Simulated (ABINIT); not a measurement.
Crystal: Rb3Sr.

```
Sr Rb
1.0
    -3.41177    3.41177    6.93246
     3.41177   -3.41177    6.93246
     3.41177    3.41177   -6.93246
Sr Rb
1 3
Direct
  0.00000 0.00000 0.00000
  0.50000 0.50000 0.00000
  0.25000 0.75000 0.50000
  0.75000 0.25000 0.50000
```

The cell comes from a database or a generator and needn't be the stable form of this composition.

- Program: ABINIT 10.8.3 (patched build)
- Task: single point
- Functional: PBE
- Potentials or basis: JTH PAW PBE v2.0
- Cutoff: 435 eV
- k mesh: 6 × 6 × 6
- Occupations: fermi-dirac, width 0.05 eV
- Spin: no spin polarisation

On this cell: pressure 0.0 GPa; largest force under 0.003 eV/Å; band gap on the k mesh none (metal or under the smearing width).

The same run follows on a disturbed copy (atoms moved at random, drawn with an rms of 0.05 Å):

```
Sr Rb
1.0
    -3.41177    3.41177    6.93246
     3.41177   -3.41177    6.93246
     3.41177    3.41177   -6.93246
Sr Rb
1 3
Direct
  0.00425 0.00413 0.00733
  0.49679 0.49133 0.99086
  0.26036 0.74969 0.50886
  0.75445 0.25592 0.51154
```

**Question.** What changes?

**Answer.** The energy (extrapolated to zero smearing) moves by +0.7 meV/atom; pressure 0.0 GPa; largest force 0.047 eV/Å; band gap on the k mesh none (metal or under the smearing width).

Forces in eV/Å, atoms in the order of the input:
```
Sr  -0.025 -0.004 -0.003
Rb   0.039  0.026  0.007
Rb   0.013 -0.023 -0.006
Rb  -0.026  0.002  0.002
```
